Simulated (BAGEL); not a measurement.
**C2H3NZn (ZnMe(CN)), step by step**

Aim: the energy (HF/STO-3G), then the energy (HF/3-21G), then the energy (HF/6-31G), then a single-point energy (HF/6-31G*), then the energy (HF/6-31G**) of C2H3NZn (ZnMe(CN)). 

Program for the calculation: BAGEL 1.2.2.

4 further runs of the same task are left out: 4 set aside as unsound or not needed.

### Step 1. Starting point

The species is C2H3NZn (7 atoms), meant as a singlet with charge 0. As SMILES, `[CH3][Zn][C]#N`. The shape comes from GFN2-xTB, which is rough for such elements, and wasn't checked as a minimum.

Bond lengths: Zn1–C2 2.008 Å, Zn1–C6 1.994 Å, C6–N7 1.146 Å, C2–H3 1.085 Å, C2–H4 1.086 Å, C2–H5 1.086 Å. Angles: C2–Zn1–C6 179.4°, Zn1–C6–N7 179.2°, Zn1–C2–H3 111.9°, Zn1–C2–H4 111.8°, Zn1–C2–H5 111.6°, H3–C2–H4 107.1°, H3–C2–H5 107.1°, H4–C2–H5 107.0°.

### Step 2. The energy at HF/STO-3G (density fitting with qzvpp-jkfit, property dipole) (run 1)

hf.json

```json
{ "bagel" : [

{
  "title" : "molecule",
  "basis" : "sto-3g",
  "df_basis" : "qzvpp-jkfit",
  "angstrom" : true,
  "geometry" : [
    { "atom" : "Zn", "xyz" : [       0.008720,      -0.001610,      -0.586650 ] },
    { "atom" : "C", "xyz" : [      -0.001020,      -0.014800,       1.421520 ] },
    { "atom" : "H", "xyz" : [       0.757400,       0.642660,       1.833830 ] },
    { "atom" : "H", "xyz" : [       0.186910,      -1.007250,       1.819500 ] },
    { "atom" : "H", "xyz" : [      -0.957360,       0.311070,       1.818750 ] },
    { "atom" : "C", "xyz" : [       0.001730,       0.021300,      -2.580520 ] },
    { "atom" : "N", "xyz" : [       0.003610,       0.048630,      -3.726430 ] }
  ]
},

{
  "title" : "hf",
  "multipole" : 2
},

{
  "title" : "print",
  "file" : "orbitals.molden",
  "orbitals" : true
}

]}
```

Started as:

```sh
BAGEL_NUM_THREADS=1 BAGEL hf.json > hf.out
```

The program printed:

```text
* using 1 threads per process

  ===============================================================
  ===============================================================

  *** Geometry ***

[... 31 lines left out ...]
    * SCF iteration converged.
[... 1 line left out ...]
    * Permanent dipole moment:
           (    0.039074,     0.011304,    -1.353976) a.u.

    * Permanent second moment (around the center of charge):
          Qxx   -21.455569
          Qxy     0.003877
          Qyy   -21.452689
          Qxz     0.000751
          Qyz     0.226110
          Qzz   -38.747623

    * METHOD: HF                                   2.91

    * METHOD: PRINT                                0.00

  ===============================================================
```

Run time: 4.2 s. Hardware: 1 thread of Intel Xeon at 2.50GHz (Skylake/Cascade Lake), shared host; peak memory 0.088 GiB.

### Step 3. The energy at HF/3-21G (density fitting with tzvpp-jkfit, property dipole) (run 2)

job.json

```json
{ "bagel" : [

{
  "title" : "molecule",
  "basis" : "3-21g",
  "df_basis" : "tzvpp-jkfit",
  "angstrom" : true,
  "geometry" : [
    { "atom" : "Zn", "xyz" : [    0.008720,   -0.001610,   -0.586650 ] },
    { "atom" : "C", "xyz" : [   -0.001020,   -0.014800,    1.421520 ] },
    { "atom" : "H", "xyz" : [    0.757400,    0.642660,    1.833830 ] },
    { "atom" : "H", "xyz" : [    0.186910,   -1.007250,    1.819500 ] },
    { "atom" : "H", "xyz" : [   -0.957360,    0.311070,    1.818750 ] },
    { "atom" : "C", "xyz" : [    0.001730,    0.021300,   -2.580520 ] },
    { "atom" : "N", "xyz" : [    0.003610,    0.048630,   -3.726430 ] }
  ]
},
{
  "title" : "hf",
  "multipole" : 2
},
{
  "title" : "print",
  "file" : "orbitals.molden",
  "orbitals" : true
}

]}
```

Started as:

```sh
BAGEL_NUM_THREADS=1 BAGEL job.json > job.out
```

The program printed:

```text
* using 1 threads per process

  ===============================================================
  ===============================================================

  *** Geometry ***

[... 31 lines left out ...]
    * SCF iteration converged.
[... 1 line left out ...]
    * Permanent dipole moment:
           (   -0.010488,     0.029626,    -1.601932) a.u.

    * Permanent second moment (around the center of charge):
          Qxx   -22.559414
          Qxy     0.001293
          Qyy   -22.565086
          Qxz    -0.002170
          Qyz     0.205112
          Qzz   -37.993120

    * METHOD: HF                                   2.39

    * METHOD: PRINT                                0.01

  ===============================================================
```

It took 3.6 s on 1 thread of Intel Xeon at 2.50GHz (Skylake/Cascade Lake), shared host; peak memory 0.1 GiB.

Runs 3 to 4 aren't shown in full; the table further down has their settings and results.

### Step 4. A single-point energy at HF/6-31G(d,p) (density fitting with qzvpp-jkfit, spherical functions, property dipole) (run 5)

job.json

```json
{ "bagel" : [

{
  "title" : "molecule",
  "basis" : "6-31gss.json",
  "df_basis" : "qzvpp-jkfit",
  "angstrom" : true,
  "geometry" : [
    { "atom" : "Zn", "xyz" : [       0.008720,      -0.001610,      -0.586650 ] },
    { "atom" : "C", "xyz" : [      -0.001020,      -0.014800,       1.421520 ] },
    { "atom" : "H", "xyz" : [       0.757400,       0.642660,       1.833830 ] },
    { "atom" : "H", "xyz" : [       0.186910,      -1.007250,       1.819500 ] },
    { "atom" : "H", "xyz" : [      -0.957360,       0.311070,       1.818750 ] },
    { "atom" : "C", "xyz" : [       0.001730,       0.021300,      -2.580520 ] },
    { "atom" : "N", "xyz" : [       0.003610,       0.048630,      -3.726430 ] }
  ]
},

{
  "title" : "hf",
  "multipole" : 2
},

{
  "title" : "print",
  "file" : "orbitals.molden",
  "orbitals" : true
}

]}
```

The basis set 6-31G** is read from a file made from the Basis Set Exchange's data (not shown).

Started as:

```sh
BAGEL_NUM_THREADS=1 BAGEL job.json > job.out
```

The program printed:

```text
* using 1 threads per process

  ===============================================================
  ===============================================================

  *** Geometry ***

[... 31 lines left out ...]
    * SCF iteration converged.
[... 1 line left out ...]
    * Permanent dipole moment:
           (   -0.009382,     0.032408,    -1.734495) a.u.

    * Permanent second moment (around the center of charge):
          Qxx   -22.503024
          Qxy     0.001351
          Qyy   -22.508638
          Qxz    -0.002398
          Qyz     0.205618
          Qzz   -37.690552

    * METHOD: HF                                   3.32

    * METHOD: PRINT                                0.01

  ===============================================================
```

Run time: 4.8 s. Hardware: 1 thread of Intel Xeon at 2.50GHz (Skylake/Cascade Lake), shared host; peak memory 0.15 GiB.

### Step 5. All runs side by side

| run | level | integral approximation | energy (Eh) | dipole moment (D) | HOMO energy (eV) | LUMO energy (eV) | wall time |
| --- | --- | --- | --- | --- | --- | --- | --- |
| 1 | HF/STO-3G (density fitting with qzvpp-jkfit, property dipole) | qzvpp-jkfit | -1887.475014 | 3.44 | -4.40 | 4.38 | 4.2 s |
| 2 | HF/3-21G (density fitting with tzvpp-jkfit, property dipole) | tzvpp-jkfit | -1900.200719 | 4.07 | -11.13 | 1.44 | 3.6 s |
| 3 | HF/6-31G (density fitting with qzvpp-jkfit, property dipole) | qzvpp-jkfit | -1909.363530 | 4.43 | -11.26 | 1.49 | 3.9 s |
| 4 | HF/6-31G* (density fitting with qzvpp-jkfit, spherical functions, property dipole) | qzvpp-jkfit | -1909.421256 | 4.40 | -11.28 | 1.47 | 4.8 s |
| 5 | HF/6-31G** (density fitting with qzvpp-jkfit, spherical functions, property dipole) | qzvpp-jkfit | -1909.426876 | 4.41 | -11.28 | 1.47 | 4.8 s |

### Step 6. What came out

```
                        quantity           value
 run 5, HF/6-31G**: total energy  -1909.42688 Eh
run 5, HF/6-31G**: dipole moment          4.41 D
  run 5, HF/6-31G**: HOMO energy       -11.28 eV
  run 5, HF/6-31G**: LUMO energy         1.47 eV
run 5, HF/6-31G**: HOMO–LUMO gap        12.75 eV
```

What this shows: The dipole moment (its size) runs from 3.44 D (HF/STO-3G) to 4.43 D (HF/6-31G). The HOMO–LUMO gap runs from 8.77 eV (HF/STO-3G) to 12.76 eV (HF/6-31G*). In run 1 the basis is minimal, so the values are rough. All runs together took 21 s, the longest 4.8 s.
